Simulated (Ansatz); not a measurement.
# Cs2HfTe3: the cost of one run

Program: Ansatz 0.2.0. Level of theory: DFT PBE, scalar-relativistic, plane waves, PAW. These are calculated values, not measurements.

**1. The starting structure**

It takes space group P6/mmm (No. 191, hexagonal). The conventional cell has a = 7.568 Å, b = 7.568 Å, c = 4.442 Å, α = 90.00°, β = 90.00°, γ = 120.00°. Cs (site symmetry -6m2) has 6 Te at 3.12 Å as nearest neighbours. Hf (site symmetry 6/mmm) has 6 Cs at 4.37 Å and 12 Te at 4.39 Å and 2 Hf at 4.44 Å as nearest neighbours. Te (site symmetry mmm) is surrounded by 4 Cs at 3.12 Å and 4 Hf at 4.39 Å.

As a file:

```cif
data_structure
_symmetry_space_group_name_H-M 'P 1'
_symmetry_Int_Tables_number 1
_cell_length_a 7.5680
_cell_length_b 7.5680
_cell_length_c 4.4418
_cell_angle_alpha 90.000
_cell_angle_beta 90.000
_cell_angle_gamma 120.000
_cell_volume 220.32
loop_
_atom_site_label
_atom_site_type_symbol
_atom_site_fract_x
_atom_site_fract_y
_atom_site_fract_z
_atom_site_occupancy
Cs1 Cs 0.66667 0.33333 0.50000 1
Cs2 Cs 0.33333 0.66667 0.50000 1
Hf1 Hf 0.00000 0.00000 0.50000 1
Te1 Te 0.00000 0.50000 0.00000 1
Te2 Te 0.50000 0.50000 0.00000 1
Te3 Te 0.50000 0.00000 0.00000 1
```

The cell is invented: species swapped into a database cell of HoB2Rh3 (P6/mmm, No. 191), with Hf on the Ho sites, Cs on the B sites and Te on the Rh sites. The dimensions are guesses.

**2. The guess as it stands, on a coarse mesh**

Input file input.yaml:

```yaml
crystal:
  lattice:
    - [7.56797078, 0.0, 0.0]
    - [-3.78398539, 6.55405495, 0.0]
    - [0.0, 0.0, 4.44177796]
  atoms:
    - { symbol: Cs, position: [0.66666667, 0.33333333, 0.5] }
    - { symbol: Cs, position: [0.33333333, 0.66666667, 0.5] }
    - { symbol: Hf, position: [0.0, 0.0, 0.5] }
    - { symbol: Te, position: [0.0, 0.5, 0.0] }
    - { symbol: Te, position: [0.5, 0.5, 0.0] }
    - { symbol: Te, position: [0.5, 0.0, 0.0] }
basis:
  ecutwfc: 420
kpoints:
  mp_grid: { grid: [3, 3, 4] }
hamiltonian:
  xc: pbe
scf:
  occupations: { method: gaussian, width: 0.1 }
  lower_state_search: "off"
output:
  forces: true
  stress: true
  eigenvalues: true
```

Launch:

```bash
ansatz run input.yaml --threads 1 --pin off --max-ram 2560MiB --backend cpu --events-out ev --progress --plain --runs-dir out
```

**Question.** How long does this run take on 1 thread of Arm Neoverse V2, shared host, and how much memory does it need?

About 7 s, with a peak of 0.51 GiB.
